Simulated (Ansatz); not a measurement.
# AlH6NOSSi: basis-set convergence

An exercise on one series of results from a longer session: the logs are not shown, and one member is left open.

Computed with Ansatz 0.2.0, Gaussian basis. Level: one geometry, several basis sets.

Levels to be run: PBE0-D4/def2-SVP; ωB97M-V/def2-SVP; PBE0-D4/def2-QZVPP; ωB97M-V/def2-QZVPP; the functionals' def2-TZVPP values are taken from earlier runs.

### The relaxed structure

All runs share one geometry, relaxed beforehand with PBE0-D4 in a triple-zeta def2 set.

SMILES `[NH2][Al]([SH])[O][SiH3]`, 11 atoms, charge 0, spin multiplicity 1.

Atoms are counted from 1 here; the program's logs count them from 0.

Bond lengths: N1–Al2 1.754 Å, N1–H6 1.006 Å, N1–H7 1.006 Å, Al2–S3 2.179 Å, Al2–O4 1.682 Å, S3–H8 1.344 Å, O4–Si5 1.623 Å, Si5–H9 1.486 Å, Si5–H10 1.490 Å, Si5–H11 1.487 Å. Angles: Al2–N1–H6 125.0°, Al2–N1–H7 124.3°, H6–N1–H7 110.7°, N1–Al2–S3 120.0°, N1–Al2–O4 119.8°, S3–Al2–O4 120.2°, Al2–S3–H8 92.2°, Al2–O4–Si5 159.2°, O4–Si5–H9 110.1°, O4–Si5–H10 110.6°, O4–Si5–H11 110.1°, H9–Si5–H10 108.6°, H9–Si5–H11 108.9°, H10–Si5–H11 108.5°.

Set-up of the first run:

Contents of in.yaml:

```yaml
crystal:
  periodic: [false, false, false]
  atoms:
    - {symbol: N, position_ang: [-1.162574, 2.278122, 0.047979]}
    - {symbol: Al, position_ang: [-0.049165, 0.994496, -0.388588]}
    - {symbol: S, position_ang: [1.467382, 1.340564, -1.914716]}
    - {symbol: O, position_ang: [-0.155986, -0.501500, 0.373817]}
    - {symbol: Si, position_ang: [0.186528, -2.044888, 0.740802]}
    - {symbol: H, position_ang: [-1.168998, 3.199317, -0.356451]}
    - {symbol: H, position_ang: [-1.885749, 2.189348, 0.742213]}
    - {symbol: H, position_ang: [1.948357, 0.091028, -1.794633]}
    - {symbol: H, position_ang: [0.551011, -2.158682, 2.177360]}
    - {symbol: H, position_ang: [1.328820, -2.537593, -0.079791]}
    - {symbol: H, position_ang: [-0.994426, -2.907112, 0.472607]}
basis:
  gaussian: {orbitals: def2-SVP}
hamiltonian: {xc: pbe0, dispersion: d4}
output: {orbitals: {seedname: orbitals}}
```

Command:

```console
> ansatz run in.yaml --threads 4 --pin off --events-out ev --progress --plain --max-ram 10444MiB
```

Among the steps run: PBE0-D4 in def2-SVP; ωB97M-V in def2-SVP; PBE0-D4 in def2-QZVPP; ωB97M-V in def2-QZVPP.

One table of the session follows, with a row left open; its other results are not shown here.

It belongs to the step «Density functionals: the series». 

| functional | basis | HOMO (eV) |
| --- | --- | --- |
| PBE0-D4 | def2-SVP | -7.19 |
| PBE0-D4 | def2-TZVPP | -7.42 |
| PBE0-D4 | def2-QZVPP | -7.47 |
| ωB97M-V | def2-SVP | -9.41 |
| ωB97M-V | def2-TZVPP | -9.67 |
| ωB97M-V | def2-QZVPP | ? |

Q: Estimate the row for ωB97M-V, def2-QZVPP from the others.

The run gave: HOMO (eV): -9.72. In the column «HOMO (eV)» it is the lowest.
